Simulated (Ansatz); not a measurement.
Task: a frozen displacement of one atom of Lu3PbC, space group Pm-3m, with the Python package of Ansatz (0.2.0). Give the script and its output. Use (first run): r2SCAN, PAW, cutoff 380 eV, 4×4×4 k-points, Fermi-Dirac smearing of 0.1 eV.

```cif
data_structure
_symmetry_space_group_name_H-M 'P 1'
_symmetry_Int_Tables_number 1
_cell_length_a 4.7517
_cell_length_b 4.7517
_cell_length_c 4.7517
_cell_angle_alpha 90.000
_cell_angle_beta 90.000
_cell_angle_gamma 90.000
_cell_volume 107.29
loop_
_atom_site_label
_atom_site_type_symbol
_atom_site_fract_x
_atom_site_fract_y
_atom_site_fract_z
_atom_site_occupancy
Lu1 Lu 0.50000 0.00000 0.00000 1
Lu2 Lu 0.00000 0.50000 0.00000 1
Lu3 Lu 0.00000 0.00000 0.50000 1
Pb1 Pb 0.50000 0.50000 0.50000 1
C1 C 0.00000 0.00000 0.00000 1
```

Script `lu3pbc.py`:
```python
'''Energy and force of Lu3PbC as one atom is pushed off its site.'''

import argparse
import logging
import sys

import ansatz
from ase import Atoms
import numpy as np

logging.basicConfig(stream=sys.stdout, format='[%(levelname)s] %(message)s')
logger = logging.getLogger('lu3pbc')
logger.setLevel(logging.INFO)

parser = argparse.ArgumentParser(description='Energy and force of Lu3PbC as one atom is pushed off its site.')
parser.add_argument('--functional', required=True, help='exchange-correlation functional')
parser.add_argument('--cutoff-ev', type=float, required=True, help='plane-wave cutoff (eV)')
parser.add_argument('--k-spacing', type=float, default=0.38, help='k-point sampling')
parser.add_argument('--scf-tol', type=float, required=True, help='SCF tolerance (eV)')
args = parser.parse_args()

atoms = Atoms(
    ['Lu', 'Lu', 'Lu', 'Pb', 'C'],
    scaled_positions=[
        (0.5, 0.0, 0.0),
        (0.0, 0.5, 0.0),
        (0.0, 0.0, 0.5),
        (0.5, 0.5, 0.5),
        (0.0, 0.0, 0.0),
    ],
    cell=[
        (4.7517, 0.0, 0.0),
        (0.0, 4.7517, 0.0),
        (0.0, 0.0, 4.7517),
    ],
    pbc=True,
)
crystal = ansatz.Crystal.from_ase(atoms)

inverse = np.linalg.inv(np.array(crystal.lattice.vectors))
home = np.array(crystal.sites[1].position)
values = np.linspace(-0.02, 0.02, 5)
energies, pulls = [], []
for shift in values:
    moved = crystal.move(1, to=home + shift * inverse[0])
    job = (
        moved.calculation()
        .functional(args.functional)
        .basis(args.cutoff_ev, xc_grid=3)
        .kpoints(spacing=args.k_spacing)  # the mesh must be finer for metals
        .occupations(ansatz.OccupationsMethod.FERMI_DIRAC)  # the run then minimises F = E - TS
        .mixing('anderson', preconditioner='kerker_dos')
        .scf(tolerance=args.scf_tol, lower_state_search='light')
        .forces()  # eV per angstrom
    )
    report = job.run(threads=1, backend='cpu').report
    energies.append(report['free_energy_ev'])
    pulls.append(report['forces_ev_ang'][1][0])

# the force is minus the slope of the free energy
logger.info('shift (A)   dE (eV)   force along x (eV/A)')
for shift, e, f in zip(values, energies, pulls):
    logger.info(f'{shift:8.3f} {e - energies[2]:10.5f} {f:12.4f}')
logger.info(f'stiffness from energies {2 * np.polyfit(values, energies, 2)[0]:.3f}, from forces {-np.polyfit(values, pulls, 1)[0]:.3f} eV/A^2')
```

```console
$ python lu3pbc.py --functional r2SCAN --cutoff-ev 380.0 --scf-tol 1e-05
DeckWarning: basis.ecutwfc = 380 eV is below the records' recommended 500 eV, and the density's cutoff is lower with it unless basis.ecutrho_ratio is high enough to keep the records' density cutoff: compare with a run at a higher cutoff
DeckWarning: scf.convergence.dr2_threshold = 1e-5 eV is looser than this run's default, which is 1e-7 eV or tighter. The error in the forces grows as the threshold's square root, so leave the key out unless less accurate forces are enough
[INFO] shift (A)   dE (eV)   force along x (eV/A)
[INFO]   -0.020    0.00123       0.1232
[INFO]   -0.010    0.00031       0.0616
[INFO]    0.000    0.00000       0.0000
[INFO]    0.010    0.00031      -0.0616
[INFO]    0.020    0.00123      -0.1232
[INFO] stiffness from energies 6.162, from forces 6.160 eV/A^2
```
(Warnings from the package without file and line.)

The curvature of the energy gives 6.162 eV/Å² and the slope of the force 6.160 eV/Å², a positive curvature.

The settings weren't tested for convergence. The cutoff lies under the one recommended for these potentials. For a metal this k-point mesh is coarse: on a finer one energies can move by several to tens of meV an atom and pressures by half a GPa or more, differences at one mesh by less. In a metal a curvature from energy changes of a few meV or less hangs on mesh and smearing, in size and even in sign. Spin-orbit coupling, which matters for elements this heavy, is left out. The structure comes from a database of computed cells and needn't be a stable or known phase. All periodic images of the atom move with it, so the curvature is one diagonal element of the zone-centre force constants and no normal mode; a positive value doesn't exclude soft modes in which several atoms move. The whole script took 81 s on 1 thread of Arm Neoverse V2 (shared host), peak memory 0.54 GiB.
